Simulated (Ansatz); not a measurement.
**Ni (Fm-3m): energies of magnetic orders**

One table from this session's results is given with a row withheld; the runs are named, their logs left out.

Program: Ansatz 0.2.0. Level of theory: DFT PBE, scalar-relativistic, plane waves, PAW. These are calculated values, not measurements.

### The starting structure

It takes space group Fm-3m (No. 225, cubic). The conventional cell has a = 3.519 Å, b = 3.519 Å, c = 3.519 Å, α = 90.00°, β = 90.00°, γ = 90.00°. Ni (site symmetry m-3m) is surrounded by 12 Ni at 2.49 Å.

As a file:

```cif
data_structure
_symmetry_space_group_name_H-M 'P 1'
_symmetry_Int_Tables_number 1
_cell_length_a 2.4880
_cell_length_b 2.4880
_cell_length_c 2.4880
_cell_angle_alpha 60.000
_cell_angle_beta 60.000
_cell_angle_gamma 60.000
_cell_volume 10.89
loop_
_atom_site_label
_atom_site_type_symbol
_atom_site_fract_x
_atom_site_fract_y
_atom_site_fract_z
_atom_site_occupancy
Ni1 Ni 0.00000 0.00000 0.00000 1
```

This cell comes from an earlier session at PBE: 10.891 Å³/atom at 0.00 GPa, on a 22×22×22 mesh.

Set-up of the first run:

input.yaml reads:

```yaml
crystal:
  lattice:
    - [0.0, 1.7593096176, -1.7593096176]
    - [0.0, 1.7593096176, 1.7593096176]
    - [3.5186192352, 0.0, 0.0]
  atoms:
    - { symbol: Ni, position: [0.0, 0.0, 0.0], spin: 0.8 }
    - { symbol: Ni, position: [0.5, 0.5, 0.5], spin: 0.8 }
basis:
  ecutwfc: 420
  ecutrho_ratio: 4
kpoints:
  mp_grid: { grid: [14, 14, 10] }
hamiltonian:
  xc: pbe
scf:
  occupations: { method: gaussian, width: 0.05 }
  lower_state_search: "off"
output:
  forces: true
  stress: true
  eigenvalues: true
  populations: true
magnetization:
  spin_polarized: true
```

Run with:

```console
ansatz run input.yaml --threads 2 --pin off --max-ram 5120MiB --backend cpu --events-out ev --progress --plain --runs-dir out
```

Steps of the session up to this table: Ferromagnetic, larger cell; Antiferromagnetic, propagation vector (1, 0, 0); Antiferromagnetic, propagation vector (1/2, 1/2, -1/2); No spin polarisation.

One table of the session follows, with a row left open; its other results are not shown here.

| order | above the lowest (meV/atom) | largest moment (μB) | pressure (GPa) |
| --- | --- | --- | --- |
| ferromagnetic | 0.0 | 0.69 | 0.0 |
| antiferromagnetic, propagation vector (1, 0, 0) | 58.0 | 0.20 | -1.0 |
| antiferromagnetic, propagation vector (1/2, 1/2, -1/2) | ? | ? | ? |
| no spin polarisation | 63.0 | 0.00 | -1.3 |

Q: Estimate the row for antiferromagnetic, propagation vector (1/2, 1/2, -1/2) from the others.

**Answer.** above the lowest (meV/atom): 57.1; largest moment (μB): 0.30; pressure (GPa): -0.8. In the column «above the lowest (meV/atom)» it lies between ferromagnetic (0.0) and antiferromagnetic, propagation vector (1, 0, 0) (58.0).

The first row is the run of the earlier session that started with parallel moments (-5839.7215 eV/atom).

Caveats from the session: Only these orders were tried, at zero temperature; the one found in experiment may not be among them.
